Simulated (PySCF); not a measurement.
# BCl2H: the cost of one run

Programs: PySCF 2.14.0. All values are calculated, for the isolated system unless a continuum is named. Atoms count from 0, parts from 1.

## (1) Starting point

Each species was relaxed by itself at PBE0-D3(BJ)/def2-SVPD.

## (2) Reaction energy: wB97M-D3(BJ)/def2-TZVPD

Job settings and geometry (Å):

```
{"job": {"kind": "react", "xc": "wB97M-D3(BJ)", "basis": "def2-TZVPD"}, "charge": 0, "multiplicity": 1}
-1 BCl2F charge 0 multiplicity 1
F     -1.264330     0.270180     0.590140
B     -0.096840     0.010000     0.044630
Cl     0.491050     1.038960    -1.235870
Cl     0.827060    -1.354760     0.617020

-1 H2 charge 0 multiplicity 1
H      0.380190    -0.007220    -0.005600
H     -0.380190     0.007220     0.005600

+1 BCl2H charge 0 multiplicity 1
Cl    -1.485700    -0.698880     0.056680
B      0.024750     0.168710     0.037530
Cl     1.535990    -0.697660     0.030000
H      0.024180     1.365580     0.029480

+1 FH charge 0 multiplicity 1
F      0.459460     0.017540     0.016660
H     -0.459460    -0.017540    -0.016660
```

With the program's defaults for keys left out, this is: wB97M-D3(BJ)/def2-TZVPD reaction energy of separated species, gas phase.

On the command line:

```bash
$ OMP_NUM_THREADS=1 python cluster_run.py task.json out
```

This one command runs all jobs of the session in turn.

**Question.** How long does this first job take on 1 thread of Arm Neoverse V2, shared host, and how much memory does it need?

About 9.4 s, with a peak of 0.57 GiB.
